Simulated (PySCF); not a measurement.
# SiH₃Br: fields and orbitals

Aim: take SiH₃Br and analyse its density (charges, bond critical points, surface potential), see where an electron leaves and enters and measure its response to a uniform field.

Program: PySCF 2.14.0. Level of theory: levels as typed in each script, gas phase, geometry from GFN2-xTB. These are calculated values, not measurements.

## (1) Starting geometry

SMILES `Br[SiH3]`, 5 atoms, charge 0, spin multiplicity 1.

Bond lengths: Br1–Si2 2.211 Å, Si2–H3 1.455 Å, Si2–H4 1.451 Å, Si2–H5 1.455 Å. Angles: Br1–Si2–H3 105.5°, Br1–Si2–H4 105.7°, Br1–Si2–H5 105.5°, H3–Si2–H4 113.0°, H3–Si2–H5 113.1°, H4–Si2–H5 113.1°.

Geometry (Å):

```xyz
5

Br   -0.7452    0.0000    0.0000
Si    1.4653    0.0001    0.0002
H     1.8551   -1.1225   -0.8392
H     1.8588   -0.1663    1.3866
H     1.8549    1.2884   -0.5523
```

## (2) Density, bond paths and surface potential (PBE0/def2-tzvp)

input.py

```python
import numpy as np
from pyscf import gto, scf, dft
from pyscf.scf import atom_ks, atom_hf
from scipy.linalg import block_diag

def solve(mol, dm0=None, hcore=None):
    mf = (dft.UKS if mol.spin else dft.RKS)(mol, xc='pbe0')
    mf.grids.level = 3
    mf = mf.density_fit(auxbasis='def2-universal-jkfit')
    mf.conv_tol, mf.max_cycle = 1e-8, 80
    if hcore is not None:
        mf.get_hcore = lambda *args: hcore
    mf.kernel(dm0)
    if not mf.converged:
        mf = mf.newton().run(mf.mo_coeff, mf.mo_occ, max_cycle=30)
    assert mf.converged, 'SCF not converged'
    return mf

mol = gto.M(atom='''
Br    -0.74522    -0.00001     0.00004
Si     1.46529     0.00006     0.00024
H      1.85508    -1.12255    -0.83922
H      1.85877    -0.16626     1.38657
H      1.85493     1.28843    -0.55225
''', basis='def2-tzvp', charge=0, spin=0, verbose=4)
mf = solve(mol)
mf.analyze()
# spherically averaged free atoms, for the promolecule
atm = atom_ks.get_atm_nrks(mol, xc='pbe0')
pro = block_diag(*[(atm[a[0]][2] * atm[a[0]][3]) @ atm[a[0]][2].T for a in mol._atom])
np.savez('result.npz', e=mf.e_tot, c=mf.mo_coeff, occ=mf.mo_occ, eps=mf.mo_energy, pro=pro, dip=mf.dip_moment(verbose=0), s2=mf.spin_square()[0])
```

Launch:

```sh
$ OMP_NUM_THREADS=1 python input.py
```

## (4) Removing and adding an electron (PBE0/def2-tzvp)

input.py, as its differences from that of step 2:

```diff
@@ -26,3 +26,12 @@
 mf = solve(mol)
-mf.analyze()
+out = dict(e0=mf.e_tot, dm0=mf.make_rdm1(), c=mf.mo_coeff, occ=mf.mo_occ, eps=mf.mo_energy)
+for name, dq, spin in [('cation', 1, 1)]:
+    ion = mol.copy().set(charge=mol.charge + dq, spin=spin).build()
+    mi = solve(ion)
+    if spin and dq > 0 and mol.nao < 130:
+        c, _, stable, _ = mi.stability(return_status=True)
+        if not stable:
+            mi = solve(ion, mi.make_rdm1(c, mi.mo_occ))
+    print(name, 'vertical energy change / eV', (mi.e_tot - mf.e_tot) * 27.211386)
+    out.update({'e_' + name: mi.e_tot, 'dm_' + name: mi.make_rdm1(), 's2_' + name: mi.spin_square()[0], 'eps_' + name: mi.mo_energy, 'occ_' + name: mi.mo_occ})
 # spherically averaged free atoms, for the promolecule
@@ -30,2 +39,2 @@
 pro = block_diag(*[(atm[a[0]][2] * atm[a[0]][3]) @ atm[a[0]][2].T for a in mol._atom])
-np.savez('result.npz', e=mf.e_tot, c=mf.mo_coeff, occ=mf.mo_occ, eps=mf.mo_energy, pro=pro, dip=mf.dip_moment(verbose=0), s2=mf.spin_square()[0])
+np.savez('result.npz', pro=pro, **out)
```

## (5) Response to an electric field (PBE0/def2-tzvp)

input.py

```python
import numpy as np
from pyscf import gto, scf, dft
from pyscf.scf import atom_ks, atom_hf
from scipy.linalg import block_diag

def solve(mol, dm0=None, hcore=None):
    mf = (dft.UKS if mol.spin else dft.RKS)(mol, xc='pbe0')
    mf.grids.level = 3
    mf = mf.density_fit(auxbasis='def2-universal-jkfit')
    mf.conv_tol, mf.max_cycle = 1e-8, 80
    if hcore is not None:
        mf.get_hcore = lambda *args: hcore
    mf.kernel(dm0)
    if not mf.converged:
        mf = mf.newton().run(mf.mo_coeff, mf.mo_occ, max_cycle=30)
    assert mf.converged, 'SCF not converged'
    return mf

mol = gto.M(atom='''
Br    -0.74522    -0.00001     0.00004
Si     1.46529     0.00006     0.00024
H      1.85508    -1.12255    -0.83922
H      1.85877    -0.16626     1.38657
H      1.85493     1.28843    -0.55225
''', basis='def2-tzvp', charge=0, spin=0, verbose=4)
field = np.array([0.004, 0.0, 0.0])  # atomic units
mol.set_common_orig(mol.atom_charges() @ mol.atom_coords() / mol.atom_charges().sum())
mf = solve(mol)
out = dict(dm0=mf.make_rdm1(), d0=mf.dip_moment(unit='AU'), e0=mf.e_tot)
for name, sign in (('p', 1), ('m', -1)):
    h = mf.get_hcore() + sign * np.einsum('x,xij->ij', field, mol.intor('int1e_r'))
    mi = solve(mol, mf.make_rdm1(), h)
    out.update({'dm' + name: mi.make_rdm1(), 'd' + name: mi.dip_moment(unit='AU'), 'e' + name: mi.e_tot})
# spherically averaged free atoms, for the promolecule
atm = atom_ks.get_atm_nrks(mol, xc='pbe0')
pro = block_diag(*[(atm[a[0]][2] * atm[a[0]][3]) @ atm[a[0]][2].T for a in mol._atom])
np.savez('result.npz', pro=pro, **out)
```

(Steps that only read results are left out.)

Q: Predict the outcome of this session. Wanted: dipole moment; HOMO, LUMO; polarisability along the field.

The runs gave:

```
                                       quantity            value
                 dipole moment (PBE0/def2-tzvp)           1.60 D
                    HOMO, LUMO (PBE0/def2-tzvp)  -8.38, -0.32 eV
polarisability along the field (PBE0/def2-tzvp)       55.3 bohr³
```

**Reading.** At PBE0/def2-tzvp: The highest Hirshfeld charge is on Si2 (+0.31 e), the lowest on Br1 (−0.12 e). All values hold at the given geometry, in the gas phase.
